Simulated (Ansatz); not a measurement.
# Cl6Tb ([TbCl6]3-): the cost of one run

Computed with Ansatz 0.2.0, Gaussian basis. Level: as each input shows.

Levels to be run: PBE-D4/def2-TZVP, r2SCAN-D4/def2-TZVP, r2SCANh-D4/def2-TZVP, B3LYP-D4/def2-TZVP, PBE-D4/def2-SVP, PBE0-D4/def2-SVP, MP2/def2-TZVP, RPA/def2-TZVP.

**1. The geometry**

The geometry is that of the septet, from an earlier relaxation (r2SCAN-D4/def2-SVP).

7 atoms, charge -3, spin multiplicity 7.

Atoms are counted from 1 here; the program's logs count them from 0.

Bond lengths: Tb1–Cl2 2.726 Å, Tb1–Cl3 2.727 Å, Tb1–Cl4 2.727 Å, Tb1–Cl5 2.726 Å, Tb1–Cl6 2.726 Å, Tb1–Cl7 2.727 Å. Angles: Cl2–Tb1–Cl3 179.9°, Cl2–Tb1–Cl4 89.9°, Cl2–Tb1–Cl5 90.1°, Cl2–Tb1–Cl6 89.9°, Cl2–Tb1–Cl7 90.0°, Cl3–Tb1–Cl4 90.2°, Cl3–Tb1–Cl5 89.9°, Cl3–Tb1–Cl6 90.1°, Cl3–Tb1–Cl7 90.0°, Cl4–Tb1–Cl5 179.9°, Cl4–Tb1–Cl6 90.1°, Cl4–Tb1–Cl7 89.8°, Cl5–Tb1–Cl6 90.0°, Cl5–Tb1–Cl7 90.0°, Cl6–Tb1–Cl7 179.9°.

Tb takes a core potential in the def2 sets. No spin-orbit coupling is included. The ion is computed in the gas phase, without counter-ions or solvent.

PBE0-D4/def2-TZVP was run before; its log isn't repeated, and its numbers join the tables.

**2. PBE-D4/def2-TZVP**

start.molden holds the orbitals of an earlier run on this state, given as this run's starting guess.

Input file in.yaml:

```yaml
crystal:
  periodic: [false, false, false]
  atoms:
    - {symbol: Tb, position_ang: [-0.000338, 0.001106, -0.000683]}
    - {symbol: Cl, position_ang: [-0.019108, -0.001358, 2.725097]}
    - {symbol: Cl, position_ang: [0.015534, 0.003645, -2.727540]}
    - {symbol: Cl, position_ang: [2.726527, 0.006082, 0.024437]}
    - {symbol: Cl, position_ang: [-2.725855, -0.009941, -0.023004]}
    - {symbol: Cl, position_ang: [-0.009762, 2.726628, 0.004258]}
    - {symbol: Cl, position_ang: [0.013011, -2.726152, -0.002565]}
basis:
  gaussian: {orbitals: def2-TZVP, initial_orbitals: start.molden}
total_charge: -3
magnetization: {spin_polarized: true, initial_magnetization: 6}
hamiltonian: {xc: pbe, dispersion: d4}
scf: {omitted_lower_state_checks: [starts]}
output: {forces: true, orbitals: {seedname: orbitals}}
```

Run with:

```
$ ansatz run in.yaml --threads 4 --pin off --events-out ev --progress --plain --max-ram 6963MiB
```

Q: Estimate wall time and peak memory on 4 threads of Intel Xeon 6975P-C, shared host.

About 31 s, with a peak of 1.8 GiB.
